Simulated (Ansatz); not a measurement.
# WS₂F₂: small, medium and large basis sets

The task here is to estimate one member of a computed series from the others.

Method: one geometry, several basis sets; program: Ansatz 0.2.0, Gaussian basis.

Levels to be run: PBE0-D4/def2-SVP; ωB97M-V/def2-SVP; PBE0-D4/def2-QZVPP; ωB97M-V/def2-QZVPP; the functionals' def2-TZVPP values are taken from earlier runs.

## The geometry

An earlier PBE0-D4 in a triple-zeta def2 set relaxation fixed the geometry. W takes the def2 core potential; no spin-orbit term is included.

SMILES `[F][W]([F])(=[S])=[S]`, 5 atoms, charge 0, spin multiplicity 1.

Atoms are counted from 1 here; the program's logs count them from 0.

Bond lengths: F1–W2 1.842 Å, W2–F3 1.842 Å, W2–S4 2.111 Å, W2–S5 2.111 Å. Angles: F1–W2–F3 113.3°, F1–W2–S4 108.9°, F1–W2–S5 108.9°, F3–W2–S4 108.9°, F3–W2–S5 108.9°, S4–W2–S5 108.0°.

The first run:

in.yaml reads:

```yaml
crystal:
  periodic: [false, false, false]
  atoms:
    - {symbol: F, position_ang: [-0.573774, -0.380919, 1.755249]}
    - {symbol: W, position_ang: [0.053658, -0.066770, 0.052383]}
    - {symbol: F, position_ang: [1.651575, -0.911510, -0.301441]}
    - {symbol: S, position_ang: [-1.390116, -0.727415, -1.339409]}
    - {symbol: S, position_ang: [0.308657, 2.012915, -0.208181]}
basis:
  gaussian: {orbitals: def2-SVP}
hamiltonian: {xc: pbe0, dispersion: d4}
output: {orbitals: {seedname: orbitals}}
```

The run is started by

```bash
$ ansatz run in.yaml --threads 4 --pin off --events-out ev --progress --plain --max-ram 10444MiB
```

Among the steps run: PBE0-D4 in def2-SVP; ωB97M-V in def2-SVP; PBE0-D4 in def2-QZVPP; ωB97M-V in def2-QZVPP.

One of the session's tables, all rows but one given; the rest of the session is left out.

It belongs to the step «Functionals by basis». 

```
functional       basis  HOMO (eV)  LUMO (eV)
   PBE0-D4    def2-SVP      -7.87      -3.28
   PBE0-D4  def2-TZVPP      -7.80      -3.20
   PBE0-D4  def2-QZVPP      -7.81      -3.21
   ωB97M-V    def2-SVP          ?          ?
   ωB97M-V  def2-TZVPP      -9.75      -1.11
   ωB97M-V  def2-QZVPP      -9.76      -1.15
```

**Question.** Estimate the row for ωB97M-V, def2-SVP.

**Answer.** HOMO (eV): -9.78; LUMO (eV): -1.16. In the column «HOMO (eV)» it is the lowest.
